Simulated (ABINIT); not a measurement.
The system is In3As.

```
In As
1.0
     4.67168    0.00000    0.00000
     0.00000    4.67168    0.00000
     0.00000    0.00000    4.67168
In As
3 1
Direct
  0.50000 0.50000 0.00000
  0.50000 0.00000 0.50000
  0.00000 0.50000 0.50000
  0.00000 0.00000 0.00000
```

The cell comes from a database or a generator and needn't be the stable form of this composition.

| Item | Value |
| --- | --- |
| Program | ABINIT 10.8.3 (patched build) |
| Task | single point |
| Functional | PBE |
| Potentials or basis | JTH PAW PBE v2.0 |
| Cutoff | 599 eV |
| k mesh | 6 × 6 × 6 |
| Occupations | fermi-dirac, width 0.05 eV |
| Spin | no spin polarisation |

On this cell: pressure 0.6 GPa; largest force zero by symmetry; band gap on the k mesh none (metal or under the smearing width).

The same run follows on a disturbed copy (atoms moved at random, drawn with an rms of 0.05 Å):

```
CELL_PARAMETERS angstrom
4.67168 0.00000 0.00000
0.00000 4.67168 0.00000
0.00000 0.00000 4.67168
ATOMIC_POSITIONS crystal
In 0.50287 0.49799 0.99110
In 0.49374 0.98827 0.49555
In 0.99021 0.49748 0.51025
As 0.99893 0.00834 0.99706
```

Q: What changes?

A: The energy (extrapolated to zero smearing) moves by +1.5 meV/atom; pressure 0.6 GPa; largest force 0.198 eV/Å; band gap on the k mesh none (metal or under the smearing width).

Forces on the atoms (eV/Å):
```
In  -0.073 -0.076  0.168
In  -0.060  0.085 -0.085
In   0.097 -0.082 -0.111
As   0.036  0.074  0.028
```

Stress tensor (GPa, compression positive):
```
 0.63 -0.03 -0.06
-0.03  0.60 -0.04
-0.06 -0.04  0.61
```
